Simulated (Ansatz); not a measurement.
# EuCd2P2: the cost of one run

All numbers are computed with Ansatz 0.2.0, driven from Python. The levels of theory stand in the script.

**1. The structure**

The structure is trigonal, space group P-3m1 (No. 164). The conventional cell has a = 4.340 Å, b = 4.340 Å, c = 7.133 Å, α = 90.00°, β = 90.00°, γ = 120.00°. Eu (site symmetry -3m) is surrounded by 6 P at 3.06 Å. Cd (site symmetry 3m) has 4 P at 2.64 to 2.79 Å as nearest neighbours. P (site symmetry 3m) is surrounded by 4 Cd at 2.64 to 2.79 Å and 3 Eu at 3.06 Å.

No structure file is read: the coordinates are typed or built in the script.

**2. The code**

The input, lattice_eucd2p2.py:

```python
# -*- coding: utf-8 -*-
"""Relaxed cell of EuCd2P2 under several functionals."""

import ansatz as az
import numpy as np

def edges_and_angles(cell):
    cell = np.asarray(cell)
    a, b, c = np.linalg.norm(cell, axis=1)
    cosines = cell[1] @ cell[2] / (b * c), cell[0] @ cell[2] / (a * c), cell[0] @ cell[1] / (a * b)
    return (a, b, c, *np.degrees(np.arccos(cosines)))


def main():
    cell = (
        az.Lattice.from_parameters(4.339729, 4.339729, 7.132617, alpha=90, beta=90, gamma=120)
        .space_group(164)
        .atom("Eu", (0.0, 0.0, 0.0))
        .atom("Cd", (2 / 3, 1 / 3, 0.361591))
        .atom("P", (2 / 3, 1 / 3, 0.752972))
        .moments(Eu=7)
    )

    model = cell.calculation()
    model = model.basis(630)
    model = model.accuracy("low")
    model = model.kpoints(6, 6, 3)
    model = model.scf(max_iterations=80, self_checks="high").spin("collinear")
    model = model.occupations("Fermi-Dirac", width=0.1).relax(cell=True, force_tolerance=0.01)

    levels = [("lda", "none"), ("blyp", "d3bj"), ("pbesol", "d3bj")]
    print("level            a       b       c    alpha   beta  gamma  V/atom  steps")
    for name, dispersion in levels:
        seen = []
        run = model.functional(name, dispersion=dispersion).session().plan()
        done = run.execute(on_event=lambda e: seen.append(e) if e["event"] == "relax_step" else None)
        cell = done.lattice.cell_ang
        label = name if dispersion == "none" else f"{name}+{dispersion}"
        print("{:13s} {:7.4f} {:7.4f} {:7.4f} {:6.2f} {:6.2f} {:6.2f}".format(label, *edges_and_angles(cell)), f"{abs(np.linalg.det(cell)) / len(done.lattice.sites):7.3f} {len(seen):5d}")


if __name__ == "__main__":
    main()
```

**3. The input behind the calls**

The engine receives this input (first run):

```yaml
crystal:
  lattice:
    a: 4.339729
    b: 4.339729
    c: 7.132617
    alpha: 90.0
    beta: 90.0
    gamma: 120.0
  space_group: 164
  atoms:
    - { symbol: Eu, position: [0.0, 0.0, 0.0] }
    - { symbol: Cd, position: [0.6666666666666666, 0.3333333333333333, 0.361591] }
    - { symbol: P, position: [0.6666666666666666, 0.3333333333333333, 0.752972] }
accuracy: low
basis:
  ecutwfc: 630.0
kpoints:
  mp_grid:
    grid: [6, 6, 3]
hamiltonian:
  xc: lda
  dispersion: none
magnetization:
  spin_polarized: true
  per_species:
    Eu: 7.0
scf:
  max_iter: 80
  self_checks: high
  occupations:
    method: fermi_dirac
    width: 0.1
relax:
  f_tol: 0.01
  cell: {}
```

**4. The run**

Launch:

```console
$ python lattice_eucd2p2.py
```

What time and memory should one allow on 1 thread of Arm Neoverse N1, shared host?

About 12 min, with a peak of 0.78 GiB.
